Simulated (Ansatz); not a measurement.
# TaNbN2: the cost of one run

Program: Ansatz 0.2.0. Level of theory: DFT PBE, scalar-relativistic, plane waves, PAW. These are calculated values, not measurements.

## (1) The starting structure

The structure is orthorhombic, space group Fmm2 (No. 42). The conventional cell has a = 4.478 Å, b = 6.572 Å, c = 7.542 Å, α = 90.00°, β = 90.00°, γ = 90.00°. Ta (site symmetry mm2) is surrounded by 1 Nb at 2.10 Å and 2 N at 2.31 Å. Nb (site symmetry mm2) has 2 N at 2.08 Å and 1 Ta at 2.10 Å as nearest neighbours. N (site symmetry m) has 1 Nb at 2.08 Å and 1 Ta at 2.31 Å as nearest neighbours.

Structure file:

```xyz
4
Lattice="0.0000 3.2858 3.7710 2.2388 0.0000 3.7710 2.2388 3.2858 0.0000" Properties=species:S:1:pos:R:3 pbc="T T T"
Ta    2.2388    3.2858    0.8615
Nb    2.2388    3.2858    6.3056
N     2.2388    1.9186    3.3502
N     2.2388    4.6530    3.3502
```

A structure generator made this guess: random cell by space group and Wyckoff sites (Fmm2, No. 42). Lengths come from tabulated atomic sizes and are only a guess.

## (2) A first look at the guess

Contents of input.yaml:

```yaml
crystal:
  lattice:
    - [0.0, 3.285785, 3.7709541]
    - [2.23882298, 0.0, 3.7709541]
    - [2.23882298, 3.285785, 0.0]
  atoms:
    - { symbol: Ta, position: [0.11422622, 0.11422622, 0.88577378] }
    - { symbol: Nb, position: [0.83608058, 0.83608058, 0.16391942] }
    - { symbol: "N", position: [0.23616777, 0.65226526, 0.34773474] }
    - { symbol: "N", position: [0.65226526, 0.23616777, 0.76383223] }
basis:
  ecutwfc: 420
kpoints:
  mp_grid: { grid: [6, 6, 6] }
hamiltonian:
  xc: pbe
scf:
  occupations: { method: gaussian, width: 0.1 }
  lower_state_search: "off"
output:
  forces: true
  stress: true
  eigenvalues: true
```

The run is started by

```
$ ansatz run input.yaml --threads 1 --pin off --max-ram 2560MiB --backend cpu --events-out ev --progress --plain --runs-dir out
```

Q: Estimate wall time and peak memory on 1 thread of AMD EPYC (Zen 3), shared host.

About 11 s, with a peak of 0.4 GiB.
